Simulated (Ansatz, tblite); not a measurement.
# The cluster Ge3Te3: isomers from a random search

One table from this session's results is given with a row withheld; the runs are named, their logs left out.

Method: relaxed with r2SCAN-D4/def2-SVP, singlet; program: Ansatz 0.2.0, Gaussian basis.

6 further runs of the same task are left out: 3 that didn't finish, 3 set aside as unsound or not needed. Runs told in other sessions of the task aren't counted.

## Where the work starts

6 atoms, charge 0, spin multiplicity 1.

Atoms are counted from 1 here; the program's logs count them from 0.

Bond lengths: Ge1–Te4 2.666 Å, Ge1–Te5 2.663 Å, Ge1–Te6 2.760 Å, Ge2–Te4 2.503 Å, Ge2–Te6 2.672 Å, Ge3–Te5 2.505 Å, Ge3–Te6 2.662 Å. Angles: Te4–Ge1–Te5 99.8°, Te4–Ge1–Te6 96.4°, Te5–Ge1–Te6 95.9°, Te4–Ge2–Te6 102.8°, Te5–Ge3–Te6 102.4°, Ge1–Te4–Ge2 82.4°, Ge1–Te5–Ge3 81.7°, Ge1–Te6–Ge2 77.6°, Ge1–Te6–Ge3 77.1°, Ge2–Te6–Ge3 115.0°.

Te takes a core potential in the def2 sets. No spin-orbit coupling is included.

A search from random starts with GFN2-xTB found 17 distinct shapes; 3 go on here. The structure above is candidate A, which lies 0.00 eV above the lowest at that level; B lies 0.16 eV above the lowest at that level; C lies 0.25 eV above the lowest at that level.

The first run:

The input, in.yaml:

```yaml
crystal:
  periodic: [false, false, false]
  atoms:
    - {symbol: Ge, position_ang: [1.017600, -1.010120, 0.369410]}
    - {symbol: Ge, position_ang: [-2.370720, -0.789670, 0.107400]}
    - {symbol: Ge, position_ang: [0.824150, 2.366040, 0.372270]}
    - {symbol: Te, position_ang: [-0.759560, -2.090190, -1.298210]}
    - {symbol: Te, position_ang: [2.044990, 0.864730, -1.218010]}
    - {symbol: Te, position_ang: [-0.756450, 0.659210, 1.667130]}
basis:
  gaussian: {orbitals: def2-SVP}
hamiltonian: {xc: r2scan, dispersion: d4}
scf: {lower_state_search: "off"}
output: {orbitals: {seedname: orbitals}}
relax: {f_tol: 0.02, max_steps: 100}
```

Started as:

```bash
> ansatz run in.yaml --threads 4 --pin off --events-out ev --progress --plain --max-ram 4787MiB
```

Among the steps run: Relaxing candidate A; Relaxing candidate B; Relaxing candidate C; Candidate B, PBE0-D4/def2-TZVP; Candidate B, PBE-D4/def2-TZVP; Candidate B, r2SCAN-D4/def2-TZVP; Candidate B, HSE06-D4/def2-TZVP; Candidate B, LC-ωPBE/def2-TZVP; Candidate B, MP2/def2-TZVP; Candidate C, PBE0-D4/def2-TZVP; Candidate C, PBE-D4/def2-TZVP; Candidate C, r2SCAN-D4/def2-TZVP; Candidate C, HSE06-D4/def2-TZVP; Candidate C, LC-ωPBE/def2-TZVP; Candidate C, MP2/def2-TZVP.

One table of the session follows, with a row left open; its other results are not shown here.

It belongs to the step «B against A». 

```
              level  B above A (eV)
           GFN1-xTB          +0.549
           GFN2-xTB          +0.261
       HF/def2-TZVP          +0.537
   PBE-D4/def2-TZVP               ?
r2SCAN-D4/def2-TZVP          +0.192
  PBE0-D4/def2-TZVP          +0.147
 HSE06-D4/def2-TZVP          +0.154
  LC-ωPBE/def2-TZVP          +0.067
      MP2/def2-TZVP          -0.093
```

Estimate the missing values for PBE-D4/def2-TZVP.

As computed: B above A (eV): +0.174. In the column «B above A (eV)» it lies between HSE06-D4/def2-TZVP (+0.154) and r2SCAN-D4/def2-TZVP (+0.192).

Limits of these values: A random search of this size may have missed the true lowest shape. Only singlets are compared; another spin may lie lower and prefer another shape.
